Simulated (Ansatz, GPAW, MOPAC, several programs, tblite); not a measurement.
PbOSe (Janus 1T monolayer) from semi-empirical methods to plane-wave DFT

A free-standing Janus 1T monolayer of PbOSe, relaxed with r2SCAN in Ansatz, was computed with several methods. In-plane lattice: a = 3.667 Å, b = 3.667 Å, γ = 120.0°; thickness between the outer nuclei 2.67 Å. Around Pb lie 3 O at 2.30 Å and 3 Se at 2.76 Å; around O lie 3 Pb at 2.30 Å; around Se lie 3 Pb at 2.76 Å. Note: simulated data, non-magnetic, for a generated structure that need not be the stable one.

```
CELL_PARAMETERS angstrom
3.66657 0.00000 0.00000
-1.83329 3.17535 0.00000
0.00000 0.00000 29.55445
ATOMIC_POSITIONS crystal
Pb 0.00000 0.00000 0.31427
O 0.33333 0.66667 0.34483
Se 0.66667 0.33333 0.25447
```
Periodic in the plane only; c spans the vacuum.

Gaps and times are for a single point on this cell. Times are rough, from shared hosts (Arm Neoverse V1), and each method has its own mesh and cell size. PM6 (MOPAC), PM7 (MOPAC), GFN1-xTB (tblite), GFN2-xTB (tblite) treat a cluster of cells at its zone centre, which samples few k points: where these miss a band edge, the gap comes out too large for that reason alone. Gaps from k meshes are read at a limited set of points (mesh, symmetry points, PBE's band edges), so each method's own least gap may be somewhat smaller. xTB and the PM methods were fitted mostly to molecules, and can miss a solid's gap by electronvolts. Minimal bases can be far off for gaps. d marks a direct gap, i an indirect one (no mark: not told apart), a dash a value that wasn't computed or didn't pass its checks.

```
                              method              kind      gap (eV)  atoms computed  processor time
                         PM7 (MOPAC)    semi-empirical          4.39              27          0.29 s
                         PM6 (MOPAC)    semi-empirical          3.41              27          0.45 s
                   GFN1-xTB (tblite)     tight binding          0.30              27          0.86 s
                   GFN2-xTB (tblite)     tight binding             0              27           1.1 s
light PBE (260 eV and a coarse mesh)  light plane-wave  overlap 0.10               3           5.9 s
              PBE/single zeta (GPAW)       small basis  overlap 0.10               3           6.8 s
                                 PBE         semilocal  overlap 0.10               3            21 s
                              r2SCAN         semilocal  overlap 0.08               3            48 s
```

With PBE and r2SCAN the bands overlap or touch, or nearly. Semilocal functionals can close a real gap, so this doesn't show a metal; small gaps of other methods may in turn close between the points read or with spin-orbit coupling, and the solid may be a semimetal.

Spin-orbit coupling is left out; in compounds of Pb, Bi, Tl or Hg it can lower a gap by up to about 1 eV, split its edges or invert the bands.
